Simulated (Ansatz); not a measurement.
**CH₅O₃Ta: how energies converge with the basis set**

An exercise on one series of results from a longer session: the logs are not shown, and one member is left open.

Program: Ansatz 0.2.0, Gaussian basis. Level of theory: one geometry, several basis sets. These are calculated values, not measurements.

Plan: PBE0-D4/def2-SVP; ωB97M-V/def2-SVP; PBE0-D4/def2-QZVPP; ωB97M-V/def2-QZVPP; the functionals' def2-TZVPP values are taken from earlier runs.

2 further runs of the same task are left out: 2 for a known fault of the program. Runs told in other sessions of the task aren't counted.

### The relaxed structure

An earlier PBE0-D4 in a triple-zeta def2 set relaxation fixed the geometry. Ta takes the def2 core potential; no spin-orbit term is included.

10 atoms, charge 0, spin multiplicity 1.

Atoms are counted from 1 here; the program's logs count them from 0.

Bond lengths: C1–Ta2 2.163 Å, C1–H6 1.094 Å, C1–H7 1.094 Å, C1–H8 1.095 Å, Ta2–O3 1.720 Å, Ta2–O4 1.905 Å, Ta2–O5 1.905 Å, O4–H9 0.957 Å, O5–H10 0.957 Å. Angles: Ta2–C1–H6 110.6°, Ta2–C1–H7 110.6°, Ta2–C1–H8 111.2°, H6–C1–H7 107.5°, H6–C1–H8 108.4°, H7–C1–H8 108.4°, C1–Ta2–O3 104.6°, C1–Ta2–O4 107.8°, C1–Ta2–O5 107.8°, O3–Ta2–O4 111.1°, O3–Ta2–O5 111.1°, O4–Ta2–O5 113.9°, Ta2–O4–H9 131.1°, Ta2–O5–H10 131.1°.

Geometry (Å):

```
C    -0.3100   -1.3607   -0.6932
Ta    0.2421    0.4531    0.3471
O     1.5465   -0.0111    1.3680
O    -1.2623    1.0186    1.3701
O     0.8087    1.7222   -0.9559
H    -0.6062   -2.1380    0.0178
H     0.5363   -1.7475   -1.2690
H    -1.1440   -1.1846   -1.3803
H    -1.3932    1.0790    2.3164
H     1.6651    2.1179   -1.1181
```

The first run:

in.yaml reads:

```yaml
crystal:
  periodic: [false, false, false]
  atoms:
    - {symbol: C, position_ang: [-0.309989, -1.360707, -0.693157]}
    - {symbol: Ta, position_ang: [0.242124, 0.453081, 0.347132]}
    - {symbol: O, position_ang: [1.546543, -0.011114, 1.368034]}
    - {symbol: O, position_ang: [-1.262259, 1.018620, 1.370094]}
    - {symbol: O, position_ang: [0.808713, 1.722184, -0.955873]}
    - {symbol: H, position_ang: [-0.606178, -2.137978, 0.017822]}
    - {symbol: H, position_ang: [0.536290, -1.747544, -1.268986]}
    - {symbol: H, position_ang: [-1.144030, -1.184629, -1.380266]}
    - {symbol: H, position_ang: [-1.393209, 1.079032, 2.316377]}
    - {symbol: H, position_ang: [1.665096, 2.117854, -1.118076]}
basis:
  gaussian: {orbitals: def2-SVP}
hamiltonian: {xc: pbe0, dispersion: d4}
output: {orbitals: {seedname: orbitals}}
```

On the command line:

```
$ ansatz run in.yaml --threads 4 --pin off --events-out ev --progress --plain --max-ram 10444MiB
```

Steps of the session up to this table: PBE0-D4 in def2-SVP; ωB97M-V in def2-SVP; PBE0-D4 in def2-QZVPP; ωB97M-V in def2-QZVPP.

One of the session's tables, all rows but one given; the rest of the session is left out.

It belongs to the step «Density functionals: the series». 

| functional | basis | HOMO (eV) |
| --- | --- | --- |
| PBE0-D4 | def2-SVP | -8.26 |
| PBE0-D4 | def2-TZVPP | -8.32 |
| PBE0-D4 | def2-QZVPP | ? |
| ωB97M-V | def2-SVP | -10.57 |
| ωB97M-V | def2-TZVPP | -10.65 |
| ωB97M-V | def2-QZVPP | -10.68 |

Q: Estimate the row for PBE0-D4, def2-QZVPP from the others.

As computed: HOMO (eV): -8.34. In the column «HOMO (eV)» it lies between ωB97M-V, def2-SVP (-10.57) and PBE0-D4, def2-TZVPP (-8.32).
